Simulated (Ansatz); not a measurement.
# Si2C: the cost of one run

Method: DFT PBE, scalar-relativistic, plane waves, PAW, in Ansatz 0.2.0.

1 further run of the same task is left out (set aside as unsound or not needed).

## (1) The system as given

The structure is orthorhombic, space group Immm (No. 71). The conventional cell has a = 3.899 Å, b = 7.082 Å, c = 8.730 Å, α = 90.00°, β = 90.00°, γ = 90.00°. Si (site symmetry m) is surrounded by 1 C at 1.90 Å. C (site symmetry m2m) is surrounded by 1 C at 1.38 Å.

Coordinates:

```xyz
6
Lattice="-1.9494 3.5412 4.3650 1.9494 -3.5412 4.3650 1.9494 3.5412 -4.3650" Properties=species:S:1:pos:R:3 pbc="T T T"
Si    0.0000    4.7411    1.8349
Si    1.9494    1.1999    2.5301
Si    0.0000    2.3413    1.8349
Si    1.9494   -1.1999    2.5301
C     0.0000    2.8498    0.0000
C     0.0000    4.2327    0.0000
```

The cell was relaxed beforehand at this level, from a generated guess; it is a trial structure. At a tolerance of 0.02 Å it has space group Immm (No. 71); it has 20.09 Å³/atom, an uncorrected energy of +0.46 eV/atom over the elements.

## (2) Static run: bands, density of states and charges

Input file input.yaml:

```yaml
crystal:
  lattice:
    - [-1.9493995656, 3.5412148122, 4.3649846338]
    - [1.9493995656, -3.5412148122, 4.3649846338]
    - [1.9493995656, 3.5412148122, -4.3649846338]
  atoms:
    - { symbol: Si, position: [0.8796021814, 0.2101823442, 0.6694198371] }
    - { symbol: Si, position: [0.4592374929, 0.7898176558, 0.6694198371] }
    - { symbol: Si, position: [0.5407625071, 0.2101823442, 0.3305801629] }
    - { symbol: Si, position: [0.1203978186, 0.7898176558, 0.3305801629] }
    - { symbol: C, position: [0.4023723837, 0.0, 0.4023723837] }
    - { symbol: C, position: [0.5976276163, 0.0, 0.5976276163] }
basis:
  ecutwfc: 420
kpoints:
  mp_grid: { grid: [8, 8, 8] }
  band_path:
    path:
      - [[0.0, 0.0, 0.0], [0.5, 0.5, -0.5], [0.29986276, 0.70013724, -0.29986276]]
      - [[-0.29986276, 0.29986276, 0.29986276], [0.0, 0.0, 0.0], [0.41454289, -0.41454289, 0.41454289]]
      - [[0.58545711, 0.41454289, -0.41454289], [0.5, 0.5, -0.5]]
      - [[0.0, 0.0, 0.0], [0.0, 0.5, 0.0], [0.25, 0.25, 0.25], [0.5, 0.0, 0.0], [0.0, 0.0, 0.0], [0.0, 0.0, 0.5], [0.25, 0.25, 0.25]]
    npoints: 14
hamiltonian:
  xc: pbe
scf:
  occupations: { method: gaussian, width: 0.02 }
  n_extra_bands: 15
output:
  forces: true
  stress: true
  eigenvalues: true
  populations: true
  dos: { projected: true, de: 0.02, nscf_kmesh: { grid: [12, 12, 12] } }
  bader: true
```

Command:

```console
$ ansatz run input.yaml --threads 1 --pin off --max-ram 2560MiB --backend cpu --events-out ev --progress --plain --runs-dir out
```

**Question.** How long does this run take on 1 thread of Intel Xeon at 2.60GHz (Ice Lake), shared host, and how much memory does it need?

About 2.1 min, with a peak of 0.79 GiB.
